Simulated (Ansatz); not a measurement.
**The C atom: HSE06 and PBE0 beside PBE**

How do the levels and moments change when part of the exchange is made exact, and what does it cost? PBE is run first for comparison.

Computed with Ansatz 0.2.0 (DFT, plane waves (420 eV) with PBE-made PAW files, scalar-relativistic; functionals as named at each step, unless a step says otherwise).

**1. The system as given**

Periodic box: 14.0 × 14.4 × 14.8 Å.

As a file:

```xyz
1
Lattice="14.0000 0.0000 0.0000 0.0000 14.4000 0.0000 0.0000 0.0000 14.8000" Properties=species:S:1:pos:R:3 pbc="T T T"
C     7.0000    7.2000    7.4000
```

**2. PBE single point**

The run with PBE.

The input, input.yaml:

```yaml
crystal:
  lattice:
    - [14.0, 0.0, 0.0]
    - [0.0, 14.4, 0.0]
    - [0.0, 0.0, 14.8]
  atoms:
    - { symbol: C, position: [0.5, 0.5, 0.5], spin: 2.0 }
  symmetry: { detect: false, time_reversal: true }
hamiltonian:
  xc: pbe
  pseudopotentials:
    kind: paw
    azcp:
      C: "pseudopotentials/C.paw.azcp"
basis:
  ecutwfc: 420
  fft_grid_basis: typed
kpoints:
  mp_grid: { grid: [1, 1, 1], shift: [0, 0, 0] }
magnetization:
  spin_polarized: true
scf:
  occupations: { method: fermi_dirac, width: 0.01 }
output:
  write_density: true
  write_potential: true
  elf: true
  volumetric_format: npy
```

Command:

```bash
$ ansatz run input.yaml --threads 4 --pin off --max-ram 10240MiB --backend cpu --events-out ev --progress --plain --runs-dir out
```

**3. HSE06 single point**

The run with HSE06.

Edit input.yaml of step 2 so:

```diff
@@ -9,3 +9,3 @@
 hamiltonian:
-  xc: pbe
+  xc: hse06
   pseudopotentials:
@@ -23,6 +23 @@
   occupations: { method: fermi_dirac, width: 0.01 }
-output:
-  write_density: true
-  write_potential: true
-  elf: true
-  volumetric_format: npy
```

**4. PBE0 single point**

The run with PBE0.

Edit input.yaml of step 3 so:

```diff
@@ -9,3 +9,3 @@
 hamiltonian:
-  xc: hse06
+  xc: pbe0
   pseudopotentials:
```

(Steps that only read results are left out.)

What does the calculation give? Wanted: PBE: gap; PBE: magnetic state; HSE06: gap; HSE06: magnetic state; PBE0: gap; PBE0: magnetic state; HSE06: above the element's usual form.

**Answer**, as computed:

| quantity | value |
| --- | --- |
| PBE: gap | 0.51 eV |
| PBE: magnetic state | total moment 2.00 μB |
| HSE06: gap | 2.80 eV |
| HSE06: magnetic state | total moment 2.00 μB |
| HSE06: SCF cycles, exchange loops | 26, 2 |
| HSE06: CPU time over that of PBE | 0.32 |
| PBE0: gap | 3.62 eV |
| PBE0: magnetic state | total moment 2.00 μB |
| PBE0: SCF cycles, exchange loops | 26, 2 |
| PBE0: CPU time over that of PBE | 0.3 |
| HSE06: above the element's usual form (graphite) | 7.70 eV/atom |

Exact exchange widens the gap from 0.51 eV (PBE) to 2.80 eV (HSE06). HSE06 took less CPU time than PBE here, which is no rule: the PBE run spent more cycles, searches or output. PBE0 gives a gap of 3.62 eV. HSE06 needed 2 outer loops of the exchange operator. The atom lies 7.70 eV above the element's usual form under HSE06 (from a run of its own). Absolute energies differ from functional to functional, by eV per atom at times, and say nothing by themselves.
